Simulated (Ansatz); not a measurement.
# C3H9ClO3Zr: basis-set convergence

An exercise on one series of results from a longer session: the logs are not shown, and one member is left open.

The runs use Ansatz 0.2.0, Gaussian basis; one geometry, several basis sets.

The runs, in order: PBE0-D4/def2-SVP; ωB97M-V/def2-SVP; PBE0-D4/def2-QZVPP; ωB97M-V/def2-QZVPP; the functionals' def2-TZVPP values are taken from earlier runs.

1 further run of the same task is left out (for a known fault of the program).

## Structure used throughout

The geometry comes from an earlier relaxation with PBE0-D4 in a triple-zeta def2 set; it is a stationary point, not always the lowest conformer. Zr takes the def2 core potential; no spin-orbit term is included.

SMILES `CC[O][Zr]([OH])([Cl])[O]C`, 17 atoms, charge 0, spin multiplicity 1.

Atoms are counted from 1 here; the program's logs count them from 0.

Bond lengths: C1–C2 1.512 Å, C1–H9 1.093 Å, C1–H10 1.093 Å, C1–H11 1.092 Å, C2–O3 1.395 Å, C2–H12 1.097 Å, C2–H13 1.097 Å, O3–Zr4 1.905 Å, Zr4–O5 1.918 Å, Zr4–Cl6 2.389 Å, Zr4–O7 1.906 Å, O5–H14 0.952 Å, O7–C8 1.389 Å, C8–H15 1.095 Å, C8–H16 1.095 Å, C8–H17 1.095 Å. Angles: C2–C1–H9 110.4°, C2–C1–H10 110.7°, C2–C1–H11 110.6°, H9–C1–H10 108.3°, H9–C1–H11 108.4°, H10–C1–H11 108.4°, C1–C2–O3 111.5°, C1–C2–H12 110.3°, C1–C2–H13 110.3°, O3–C2–H12 108.5°, O3–C2–H13 108.9°, H12–C2–H13 107.2°, C2–O3–Zr4 173.2°, O3–Zr4–O5 110.0°, O3–Zr4–Cl6 108.8°, O3–Zr4–O7 109.0°, O5–Zr4–Cl6 110.1°, O5–Zr4–O7 110.2° and more.

As a file:

```mol
C3H9ClO3Zr
  3D, bonds by distance, orders not assigned

 17 16  0  0  0  0  0  0  0  0999 V2000
    2.5453    1.1669    0.8381 C   0  0
    1.1138    1.4047    1.2639 C   0  0
    0.2124    0.9853    0.2849 O   0  0
   -0.8604    0.2624   -1.1137 Zr  0  0
    0.2527   -0.2885   -2.5749 O   0  0
   -2.4018    1.9350   -1.8433 Cl  0  0
   -1.8407   -1.2252   -0.4376 O   0  0
   -2.4727   -2.3270    0.1246 C   0  0
    3.2346    1.5073    1.6148 H   0  0
    2.7241    0.1035    0.6622 H   0  0
    2.7683    1.7103   -0.0828 H   0  0
    0.9472    2.4713    1.4566 H   0  0
    0.9003    0.8688    2.1970 H   0  0
    0.8232   -0.6843   -3.2258 H   0  0
   -2.1826   -2.4453    1.1738 H   0  0
   -3.5594   -2.2043    0.0778 H   0  0
   -2.2042   -3.2409   -0.4154 H   0  0
  1  2  8  0
  2  3  8  0
  3  4  8  0
  4  5  8  0
  4  6  8  0
  4  7  8  0
  7  8  8  0
  1  9  8  0
  1 10  8  0
  1 11  8  0
  2 12  8  0
  2 13  8  0
  5 14  8  0
  8 15  8  0
  8 16  8  0
  8 17  8  0
M  END
```

The first run:

The input, in.yaml:

```yaml
crystal:
  periodic: [false, false, false]
  atoms:
    - {symbol: C, position_ang: [2.545307, 1.166888, 0.838094]}
    - {symbol: C, position_ang: [1.113777, 1.404700, 1.263875]}
    - {symbol: O, position_ang: [0.212357, 0.985252, 0.284950]}
    - {symbol: Zr, position_ang: [-0.860383, 0.262446, -1.113687]}
    - {symbol: O, position_ang: [0.252693, -0.288522, -2.574901]}
    - {symbol: Cl, position_ang: [-2.401794, 1.934953, -1.843341]}
    - {symbol: O, position_ang: [-1.840740, -1.225170, -0.437640]}
    - {symbol: C, position_ang: [-2.472730, -2.326978, 0.124559]}
    - {symbol: H, position_ang: [3.234620, 1.507339, 1.614817]}
    - {symbol: H, position_ang: [2.724092, 0.103518, 0.662151]}
    - {symbol: H, position_ang: [2.768258, 1.710277, -0.082797]}
    - {symbol: H, position_ang: [0.947236, 2.471313, 1.456581]}
    - {symbol: H, position_ang: [0.900299, 0.868816, 2.197029]}
    - {symbol: H, position_ang: [0.823154, -0.684334, -3.225816]}
    - {symbol: H, position_ang: [-2.182577, -2.445283, 1.173786]}
    - {symbol: H, position_ang: [-3.559381, -2.204287, 0.077770]}
    - {symbol: H, position_ang: [-2.204179, -3.240929, -0.415449]}
basis:
  gaussian: {orbitals: def2-SVP}
hamiltonian: {xc: pbe0, dispersion: d4}
output: {orbitals: {seedname: orbitals}}
```

The run is started by

```bash
$ ansatz run in.yaml --threads 2 --pin off --events-out ev --progress --plain --max-ram 22528MiB --backend cpu
```

Among the steps run: PBE0-D4 in def2-SVP; ωB97M-V in def2-SVP; PBE0-D4 in def2-QZVPP; ωB97M-V in def2-QZVPP.

One table of the session follows, with a row left open; its other results are not shown here.

It belongs to the step «Density functionals: the series». 

```
functional       basis  HOMO (eV)  LUMO (eV)
   PBE0-D4    def2-SVP      -7.96       0.08
   PBE0-D4  def2-TZVPP      -8.07      -0.13
   PBE0-D4  def2-QZVPP      -8.09      -0.24
   ωB97M-V    def2-SVP     -10.25       1.11
   ωB97M-V  def2-TZVPP          ?          ?
   ωB97M-V  def2-QZVPP     -10.42       0.55
```

**Question.** Estimate the row for ωB97M-V, def2-TZVPP.

**Answer.** HOMO (eV): -10.39; LUMO (eV): 0.78. In the column «HOMO (eV)» it lies between ωB97M-V, def2-QZVPP (-10.42) and ωB97M-V, def2-SVP (-10.25).
